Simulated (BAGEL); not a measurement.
**InHCl2O (SMILES [OH][In]([Cl])[Cl]): a chain of runs**

Wanted: a single-point energy (HF/x2c-SVPall), then a single-point energy (NEVPT2(2,2)/x2c-SVPall) of InHCl2O. 

Program for the calculation: BAGEL 1.2.2.

1 further run of the same task is left out (set aside as unsound or not needed).

## (1) The molecule

InHCl2O: 5 atoms, total charge 0, spin state singlet. SMILES: `[OH][In]([Cl])[Cl]`. The O1–H5 distance was set to 1.539 Å, away from the relaxed value. At this shape a bond of the SMILES string is far longer than usual.

Bond lengths: O1–In2 1.961 Å, In2–Cl3 2.307 Å, In2–Cl4 2.290 Å. Angles: O1–In2–Cl3 119.6°, O1–In2–Cl4 119.8°, Cl3–In2–Cl4 120.6°. A long bond or contact: O1–H5 1.539 Å.

## (2) The energy at HF/x2c-SVPall (DKH2, density fitting with AutoAux) (run 1)

Contents of hf.json:

```json
{ "bagel" : [

{
  "title" : "molecule",
  "basis" : "x2c-svpall.json",
  "df_basis" : "x2c-svpall-autoaux.json",
  "angstrom" : true,
  "dkh" : true,
  "geometry" : [
    { "atom" : "O", "xyz" : [      -0.762643,       1.233598,      -0.427842 ] },
    { "atom" : "In", "xyz" : [      -0.502743,      -0.709502,      -0.391442 ] },
    { "atom" : "Cl", "xyz" : [       1.307757,      -1.597202,       0.729258 ] },
    { "atom" : "Cl", "xyz" : [      -1.995443,      -2.078202,      -1.461242 ] },
    { "atom" : "H", "xyz" : [       0.343600,       1.971200,       0.347200 ] }
  ]
},

{
  "title" : "hf"
},

{
  "title" : "print",
  "file" : "orbitals.molden",
  "orbitals" : true
}

]}
```

The basis set x2c-SVPall is read from a file made from the Basis Set Exchange's data (not shown).

Launch:

```sh
$ BAGEL_NUM_THREADS=1 BAGEL hf.json > hf.out
```

The log of the run:

```text
* using 1 threads per process

  ===============================================================
  ===============================================================

  *** Geometry ***

  { "atom" : "O", "xyz" : [     -1.441186,      2.331162,     -0.808504 ] },
  { "atom" : "In", "xyz" : [     -0.950047,     -1.340764,     -0.739718 ] },
  { "atom" : "Cl", "xyz" : [      2.471303,     -3.018274,      1.378098 ] },
  { "atom" : "Cl", "xyz" : [     -3.770841,     -3.927233,     -2.761347 ] },
  { "atom" : "H", "xyz" : [      0.649310,      3.725028,      0.656113 ] },

  Number of auxiliary basis functions:      815

  Since a DF basis is specified, we compute 2- and 3-index integrals:
    o Being stored without compression. Storage requirement is 0.054 GB

  Number of basis functions:       91
  Number of electrons      :       92

    * METHOD: MOLECULE                             0.52

  *** RHF ***

  === Nuclear Repulsion ===
   582.5564849565

      * DIIS with orbital gradients will be used.

  === RHF iteration (x2c-svpall.json) ===
      0      -6872.80958165          0.01872601           0.26
      1      -6872.79464752          0.02105994           0.23
      2      -6873.07274685          0.00148492           0.23
      3      -6873.07556314          0.00061117           0.23
      4      -6873.07622191          0.00021852           0.23
      5      -6873.07632273          0.00005530           0.23
      6      -6873.07633038          0.00001431           0.24
      7      -6873.07633086          0.00000387           0.24
      8      -6873.07633090          0.00000191           0.25
      9      -6873.07633091          0.00000116           0.25
     10      -6873.07633091          0.00000026           0.24
     11      -6873.07633091          0.00000010           0.24
     12      -6873.07633091          0.00000004           0.25
     13      -6873.07633091          0.00000002           0.25
     14      -6873.07633091          0.00000001           0.25
    * SCF iteration converged.

    * Permanent dipole moment:
           (   -0.445793,    -0.444748,    -0.323985) a.u.

    * METHOD: HF                                   4.21

    * METHOD: PRINT                                0.03

  ===============================================================
```

It took 5.1 s on 1 thread of AMD EPYC 9B14 (Zen 4), shared host; peak memory 0.25 GiB.

## (3) The energy at NEVPT2(2,2)/x2c-SVPall (DKH2, density fitting with AutoAux) (run 2)

Contents of input.json:

```json
{ "bagel": [

{
  "title": "molecule",
  "basis": "x2c-svpall.json",
  "df_basis": "x2c-svpall-autoaux.json",
  "angstrom": true,
  "dkh": true,
  "geometry": [
    { "atom": "O", "xyz": [      -0.762643,       1.233598,      -0.427842 ] },
    { "atom": "In", "xyz": [      -0.502743,      -0.709502,      -0.391442 ] },
    { "atom": "Cl", "xyz": [       1.307757,      -1.597202,       0.729258 ] },
    { "atom": "Cl", "xyz": [      -1.995443,      -2.078202,      -1.461242 ] },
    { "atom": "H", "xyz": [       0.343600,       1.971200,       0.347200 ] }
  ]
},

{
  "title": "hf",
  "charge": 0
},

{
  "title": "nevpt2",
  "nstate": 1,
  "nact": 2,
  "nclosed": 45,
  "charge": 0,
  "active": [39, 49],
  "maxiter": 200,
  "natocc": true,
  "ncore": 29
},

{
  "title": "print",
  "file": "orbitals.molden",
  "orbitals": true
}

]}
```

The basis set x2c-SVPall is read from a file made from the Basis Set Exchange's data (not shown).

Launch:

```sh
$ BAGEL_NUM_THREADS=1 BAGEL input.json > input.out
```

The log of the run:

```text
* using 1 threads per process

  ===============================================================
  ===============================================================

  *** Geometry ***

  { "atom" : "O", "xyz" : [     -1.441186,      2.331162,     -0.808504 ] },
  { "atom" : "In", "xyz" : [     -0.950047,     -1.340764,     -0.739718 ] },
  { "atom" : "Cl", "xyz" : [      2.471303,     -3.018274,      1.378098 ] },
  { "atom" : "Cl", "xyz" : [     -3.770841,     -3.927233,     -2.761347 ] },
  { "atom" : "H", "xyz" : [      0.649310,      3.725028,      0.656113 ] },

  Number of auxiliary basis functions:      815

  Since a DF basis is specified, we compute 2- and 3-index integrals:
    o Being stored without compression. Storage requirement is 0.054 GB

  Number of basis functions:       91
  Number of electrons      :       92

    * METHOD: MOLECULE                             0.51

[... 13 lines left out ...]
    * SCF iteration converged.
[... 1 line left out ...]
    * Permanent dipole moment:
[... 22 lines left out ...]
      0  0     -6873.07981236     5.11e-04      0.05

      1  0     -6873.12437756     2.78e-03      1.07
[... 25 lines of this table left out ...]
     14  0     -6873.13273024     4.07e-09      0.98

    * Second-order optimization converged. *

     guess   0:   closed 1.                   open ..

  === FCI iteration ===

      0  0     -6873.07247600     1.03e-01      0.00
      1  0     -6873.13121441     1.44e-02      0.00
      2  0 *   -6873.13273024     1.03e-15      0.00

     * ci vector, state   0, <S^2> = 0.0000
       2.     0.9596188310
       .2    -0.2813035714

  === DF-NEVPT2 calculation ===

    * 3-index integral transformation done
    * assembly done

      NEVPT2 correlation energy:   -0.5211780441      0.16

          (+0)     -0.4224317656
          (+0)'    -0.0506464682
          (+1)     -0.0086884560
          (+1)'    -0.0000099205
          (+2)     -0.0006565057
          (-1)     -0.0354166823
          (-1)'    -0.0000314621
          (-2)     -0.0032967837

      NEVPT2 total energy:       -6873.6539082876

    * METHOD: NEVPT2                              17.39

    * METHOD: PRINT                                0.03

  ===============================================================
```

Wall time 23 s (1 thread of AMD EPYC 9B14 (Zen 4), shared host); peak memory 0.28 GiB.

## (4) Summary of results

| quantity | value |
| --- | --- |
| run 1, HF/x2c-SVPall: total energy | -6873.07633 Eh |
| run 1, HF/x2c-SVPall: dipole moment | 1.80 D |
| run 1, HF/x2c-SVPall: HOMO energy | -12.42 eV |
| run 1, HF/x2c-SVPall: LUMO energy | 0.51 eV |
| run 1, HF/x2c-SVPall: HOMO–LUMO gap | 12.93 eV |
| run 2, NEVPT2(2,2)/x2c-SVPall: total energy | -6873.65391 Eh |
